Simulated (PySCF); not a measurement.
# C6H7BF: the cost of one run

Computed with PySCF 2.14.0, with density-fitted response routines of our own, on a single molecule, in the gas phase or a continuum. Atoms are numbered from 0 throughout.

**1. The starting structure**

15 atoms, charge -1, multiplicity 1; geometry from: GFN2-xTB. The atoms were then displaced at random by about 0.01 Å, so the start is not that level's minimum.

Bonds of the start (Å): C0–B1 1.64, B1–C2 1.51, C2–C3 1.33, C3–C4 1.41, C4–C5 1.38, C5–C6 1.39, C6–F7 1.41, C6–B1 1.49, C0–H8 1.05, C0–H9 1.09, C0–H10 1.10, C2–H11 1.10, C3–H12 1.14, C4–H13 1.10, C5–H14 1.10.

**2. Geometry optimisation at PBE0-D3(BJ)/def2-SVP**

The job: settings as JSON, then the geometry in Å.

```
{"job": {"xc": "PBE0", "basis": "def2-SVP", "d3": "d3bj", "grid": 1, "shake": 0.01, "kind": "geom"}, "charge": -1, "multiplicity": 1}
C      2.379310     0.314110    -0.021210
B      0.752990     0.120910    -0.021360
C     -0.247900     1.254010     0.016300
C     -1.555250     1.022570     0.038520
C     -2.115140    -0.272990     0.014360
C     -1.277600    -1.368590    -0.018580
C      0.103750    -1.218920    -0.038630
F      0.828360    -2.428910    -0.091580
H      2.878730    -0.439440    -0.556720
H      2.760360     0.327660     1.000610
H      2.639790     1.292690    -0.459540
H      0.079520     2.308320     0.049830
H     -2.323130     1.864100     0.061360
H     -3.206280    -0.410840     0.048480
H     -1.712860    -2.382050    -0.029070
```

On the command line:

```bash
$ OMP_NUM_THREADS=1 python probes_run.py task.json out
```

One launch serves the whole session: the jobs run in the order shown.

**Question.** How long does this first job take on 1 thread of Arm Neoverse N1, shared host, and how much memory does it need?

About 93 s, with a peak of 0.58 GiB.
